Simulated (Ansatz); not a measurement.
# AsBH4: the cost of one run

The runs use Ansatz 0.2.0, Gaussian basis; PBE0-D4/def2-TZVP structures, single points in def2-TZVPP, no counterpoise correction.

Levels: SPW92, PBE-D4, BLYP-D4, r2SCAN-D4, B97M-V, PBE0-D4, B3LYP-D4, r2SCAN0-D4, BHLYP-D4, CAM-B3LYP-D4, wB97X-V, wB97M-V, B2PLYP, PBE-QIDH, RPA on PBE, Hartree-Fock, MP2, CCSD, CCSD(T).

Correlated methods freeze the cores. Filled d shells of the heavier atoms are correlated. B3LYP uses VWN-RPA correlation. B2PLYP carries no dispersion term here.

94 further runs of the same task are left out: 94 set aside as unsound or not needed.

## Step 1: The system as given

The complex: 12 atoms, charge 0, spin multiplicity 1.

Atoms are counted from 1 here; the program's logs count them from 0.

Bond lengths: B1–O2 1.633 Å, B1–H4 1.203 Å, B1–H5 1.203 Å, B1–As7 2.072 Å, O2–C3 1.437 Å, O2–H6 0.967 Å, C3–H8 1.086 Å, C3–H9 1.089 Å, C3–H10 1.091 Å, As7–H11 1.533 Å, As7–H12 1.529 Å. Angles: O2–B1–H4 104.2°, O2–B1–H5 103.7°, O2–B1–As7 109.7°, H4–B1–H5 115.4°, H4–B1–As7 112.8°, H5–B1–As7 110.2°, B1–O2–C3 116.2°, B1–O2–H6 105.6°, C3–O2–H6 109.6°, O2–C3–H8 106.1°, O2–C3–H9 108.6°, O2–C3–H10 110.0°, H8–C3–H9 110.5°, H8–C3–H10 110.2°, H9–C3–H10 111.3°, B1–As7–H11 96.5°, B1–As7–H12 99.1°, H11–As7–H12 92.4°.

Coordinates:

```
atom    x (Å)    y (Å)    z (Å)
  B1  -0.2035   0.7870   0.9682
  O2   0.3403  -0.7037   0.5826
  C3  -0.4656  -1.4553  -0.3403
  H4  -1.3981   0.6595   1.0297
  H5   0.3440   1.0298   2.0110
  H6   1.2223  -0.5711   0.2099
 As7   0.3853   2.1435  -0.4829
  H8  -1.4077  -1.6439   0.1662
  H9   0.0422  -2.3933  -0.5613
 H10  -0.6358  -0.8738  -1.2474
 H11   1.8305   1.6490  -0.6078
 H12  -0.0539   1.3723  -1.7278
```

Its parts: BAsH₄ holds atoms 1, 4, 5, 7, 11, 12; CH₄O holds atoms 2, 3, 6, 8, 9, 10. Each part counts its atoms afresh in its own runs.

## Step 2: Relaxing BAsH₄ alone

relax-a/in.yaml

```yaml
crystal:
  periodic: [false, false, false]
  atoms:
    - {symbol: B, position_ang: [-0.203500, 0.787005, 0.968161]}
    - {symbol: H, position_ang: [-1.398077, 0.659506, 1.029682]}
    - {symbol: H, position_ang: [0.344030, 1.029839, 2.010959]}
    - {symbol: As, position_ang: [0.385295, 2.143492, -0.482879]}
    - {symbol: H, position_ang: [1.830519, 1.648952, -0.607802]}
    - {symbol: H, position_ang: [-0.053903, 1.372307, -1.727787]}
basis:
  gaussian: {orbitals: def2-TZVP}
hamiltonian: {xc: pbe0, dispersion: d4}
relax: {f_tol: 0.005, max_steps: 200}
```

On the command line:

```console
> ansatz run in.yaml --threads 8 --pin off --events-out ev --progress --plain --max-ram 19148MiB
```

**Question.** How long does this run take on 8 threads of Intel Xeon at 2.50GHz, shared host, and how much memory does it need?

About 6.5 s, with a peak of 0.51 GiB.
